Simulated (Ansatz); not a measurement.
A nudged elastic band was laid between two geometries of a periodic cell of 33 atoms, Al32P (host Al, host structure fcc, interstitial P).

The calculation used DFT PBE-D3(BJ), scalar-relativistic, plane waves, PAW in Ansatz. Settings: PAW set soft_1, cutoff 420 eV, k mesh 3x3x3, gaussian smearing 0.15 eV, no spin polarisation.

```yaml
movable_images: 3
climbing_image: yes
spring: 10.0 eV/Å²
optimiser: quadratic models (default)
start_path: straight line
force_threshold: 0.03 eV/Å
iteration_limit: 51
end_points: relaxed
```

Image 0:

```xyz
33
Lattice="8.1000 0.0000 0.0000 0.0000 8.1000 0.0000 0.0000 0.0000 8.1000" Properties=species:S:1:pos:R:3
Al 4.071 0.021 0.021
Al 6.076 2.027 0.030
Al 6.076 0.030 2.026
Al -0.020 0.022 0.021
Al 2.025 2.021 0.103
Al 4.072 4.030 0.022
Al 6.071 6.075 0.103
Al 2.024 0.103 2.022
Al 4.080 2.026 2.026
Al 6.077 4.022 2.026
Al 4.072 0.022 4.030
Al 6.077 2.027 4.021
Al 6.071 0.104 6.075
Al -0.020 4.030 0.022
Al 2.033 6.084 0.359
Al -0.028 2.027 2.026
Al 2.025 3.953 2.023
Al 4.153 6.074 2.022
Al -0.020 0.022 4.030
Al 2.025 2.021 3.952
Al 4.072 4.030 4.030
Al 6.071 6.075 3.952
Al 2.033 0.351 6.081
Al 4.153 2.021 6.075
Al 6.071 3.953 6.075
Al -0.097 6.075 2.023
Al -0.020 4.030 4.030
Al 2.034 6.084 3.661
Al -0.097 2.021 6.075
Al 2.034 3.651 6.081
Al 4.402 6.084 6.081
Al -0.398 6.085 6.081
P 1.987 6.036 6.050
```

Image 4:

```xyz
33
Lattice="8.1000 0.0000 0.0000 0.0000 8.1000 0.0000 0.0000 0.0000 8.1000" Properties=species:S:1:pos:R:3
Al 4.051 0.096 -0.004
Al 6.102 2.023 0.001
Al 6.095 0.020 2.004
Al -0.002 0.028 0.001
Al 1.995 2.023 0.001
Al 4.050 3.947 -0.003
Al 6.169 6.076 -0.004
Al 2.003 0.019 2.005
Al 4.051 2.031 1.928
Al 6.094 4.028 2.005
Al 4.036 0.404 4.057
Al 6.170 2.031 4.049
Al 6.094 0.020 6.096
Al -0.003 4.020 0.001
Al 1.921 6.075 -0.003
Al -0.002 2.023 1.997
Al 2.003 4.028 2.006
Al 4.036 6.064 1.632
Al 0.007 0.097 4.050
Al 1.920 2.030 4.050
Al 4.035 3.706 4.058
Al 6.488 6.065 4.056
Al 2.003 0.019 6.096
Al 4.050 2.030 6.177
Al 6.094 4.028 6.096
Al 0.007 6.076 1.927
Al 0.007 3.946 4.050
Al 1.688 6.063 4.058
Al -0.003 2.023 6.105
Al 2.003 4.028 6.096
Al 4.035 6.063 6.429
Al 0.007 6.075 6.178
P 4.113 6.124 4.019
```

(1) Which bonds break or form, and what moves?

(2) Give the energies along the band, and the barrier.

(3) What is the geometry of the highest image?

Answers

(1) The atom that moves furthest is P33, by 2.94 Å; four of its nearest neighbours are Al30 2.39, Al32 2.39, Al28 2.39, Al15 2.41 Å at the first end and Al22 2.38, Al11 2.38, Al18 2.39, Al31 2.41 Å at the last.

(2) The run converged. The highest image is number 2 of 0 to 4, 0.51 eV above the ends, which have the same energy within 2 meV. By the program's own check the climbing image is a first-order saddle point (lowest curvatures found: -0.88 and 0.32 eV/Å²). Limits of this set-up: coarse k mesh, odd electron count without spin, a small cell, in which the defect meets its images, a typed lattice constant that wasn't relaxed here.

```csv
image,path coordinate (Å),energy (eV),Al15–P33 (Å),Al18–Al22 (Å),Al18–Al28 (Å)
0,0.00,0.00,2.41,2.72,2.68
1,1.19,0.12,2.96,2.80,2.58
2,2.39,0.51,3.50,2.90,2.72
3,3.62,0.11,3.98,2.99,3.06
4,4.85,0.00,4.58,3.45,3.38
```

(3) 
```xyz
33
Lattice="8.1000 0.0000 0.0000 0.0000 8.1000 0.0000 0.0000 0.0000 8.1000" Properties=species:S:1:pos:R:3:forces:R:3
Al 4.045 0.270 0.060 0.00 0.00 0.00
Al 6.125 2.024 -0.014 0.00 0.00 0.00
Al 6.078 0.060 2.032 0.00 0.00 0.00
Al -0.003 0.060 -0.009 0.00 0.00 0.00
Al 1.958 2.025 -0.103 0.00 0.00 0.00
Al 4.045 3.776 0.062 0.00 0.00 0.00
Al 6.428 6.076 -0.069 0.00 0.00 0.00
Al 2.031 0.270 1.963 0.00 0.00 0.00
Al 4.118 2.025 2.126 0.00 0.00 0.00
Al 6.079 3.990 2.033 0.00 0.00 0.00
Al 4.076 0.039 3.989 0.00 0.00 0.00
Al 6.130 2.026 4.072 0.00 0.00 0.00
Al 6.060 0.000 6.085 0.00 0.00 0.00
Al -0.003 3.990 -0.010 0.00 0.00 0.00
Al 1.792 6.074 0.236 0.00 0.00 0.00
Al -0.049 2.024 2.037 0.00 0.00 0.00
Al 2.031 3.776 1.961 0.00 0.00 0.00
Al 4.284 6.074 1.787 0.00 0.00 0.00
Al 0.016 0.001 4.038 0.00 0.00 0.00
Al 1.997 2.026 4.123 0.00 0.00 0.00
Al 4.073 4.016 3.989 0.00 0.00 0.00
Al 5.953 6.075 4.155 0.00 0.00 0.00
Al 2.000 0.040 6.135 0.00 0.00 0.00
Al 4.079 2.026 6.000 0.00 0.00 0.00
Al 6.059 4.050 6.084 0.00 0.00 0.00
Al -0.352 6.076 2.091 0.00 0.00 0.00
Al 0.017 4.050 4.039 0.00 0.00 0.00
Al 1.909 6.070 3.108 0.00 0.00 0.01
Al -0.054 2.026 6.052 0.00 0.00 0.00
Al 2.003 4.015 6.134 0.00 0.00 0.00
Al 4.166 6.070 7.016 0.00 0.00 -0.01
Al 0.123 6.075 5.968 0.00 0.00 0.00
P 3.038 6.087 5.062 0.00 0.00 0.00
```

The run took 27 min on 4 threads of Arm Neoverse V1 (shared host), peak memory 2.9 GiB.
